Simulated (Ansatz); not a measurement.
# In₂H₄Cl₂: small, medium and large basis sets

An exercise on one series of results from a longer session: the logs are not shown, and one member is left open.

Method: one geometry, several basis sets; program: Ansatz 0.2.0, Gaussian basis.

Plan: PBE0-D4/def2-SVP; ωB97M-V/def2-SVP; PBE0-D4/def2-QZVPP; ωB97M-V/def2-QZVPP; the functionals' def2-TZVPP values are taken from earlier runs.

## The relaxed structure

An earlier PBE0-D4 in a triple-zeta def2 set relaxation fixed the geometry. In takes the def2 core potential; no spin-orbit term is included.

SMILES `[Cl+]1[InH2-][Cl+][InH2-]1`, 8 atoms, charge 0, spin multiplicity 1.

Atoms are counted from 1 here; the program's logs count them from 0.

Bond lengths: Cl1–In2 2.558 Å, Cl1–In4 2.558 Å, In2–Cl3 2.558 Å, In2–H5 1.699 Å, In2–H6 1.699 Å, Cl3–In4 2.558 Å, In4–H7 1.699 Å, In4–H8 1.699 Å. Angles: In2–Cl1–In4 92.7°, Cl1–In2–Cl3 87.3°, Cl1–In2–H5 104.2°, Cl1–In2–H6 104.2°, Cl3–In2–H5 104.2°, Cl3–In2–H6 104.2°, H5–In2–H6 140.2°, In2–Cl3–In4 92.7°, Cl1–In4–Cl3 87.3°, Cl1–In4–H7 104.2°, Cl1–In4–H8 104.2°, Cl3–In4–H7 104.2°, Cl3–In4–H8 104.2°, H7–In4–H8 140.2°.

Set-up of the first run:

in.yaml

```yaml
crystal:
  periodic: [false, false, false]
  atoms:
    - {symbol: Cl, position_ang: [-1.747378, 0.159992, -0.195498]}
    - {symbol: In, position_ang: [0.139981, 1.829583, 0.246142]}
    - {symbol: Cl, position_ang: [1.747139, -0.160235, 0.197446]}
    - {symbol: In, position_ang: [-0.139957, -1.829561, -0.246313]}
    - {symbol: H, position_ang: [0.378664, 2.596472, -1.251234]}
    - {symbol: H, position_ang: [-0.011251, 2.204699, 1.896482]}
    - {symbol: H, position_ang: [0.011449, -2.202609, -1.897111]}
    - {symbol: H, position_ang: [-0.378637, -2.598342, 1.250087]}
basis:
  gaussian: {orbitals: def2-SVP}
hamiltonian: {xc: pbe0, dispersion: d4}
output: {orbitals: {seedname: orbitals}}
```

On the command line:

```sh
ansatz run in.yaml --threads 4 --pin off --events-out ev --progress --plain --max-ram 10444MiB
```

Among the steps run: PBE0-D4 in def2-SVP; ωB97M-V in def2-SVP; PBE0-D4 in def2-QZVPP; ωB97M-V in def2-QZVPP.

One table of the session follows, with a row left open; its other results are not shown here.

It belongs to the step «Functionals by basis». 

```
functional       basis  HOMO (eV)
   PBE0-D4    def2-SVP          ?
   PBE0-D4  def2-TZVPP      -8.32
   PBE0-D4  def2-QZVPP      -8.32
   ωB97M-V    def2-SVP     -10.34
   ωB97M-V  def2-TZVPP     -10.48
   ωB97M-V  def2-QZVPP     -10.50
```

**Question.** Estimate the row for PBE0-D4, def2-SVP.

The run gave: HOMO (eV): -8.23. In the column «HOMO (eV)» it is the highest.
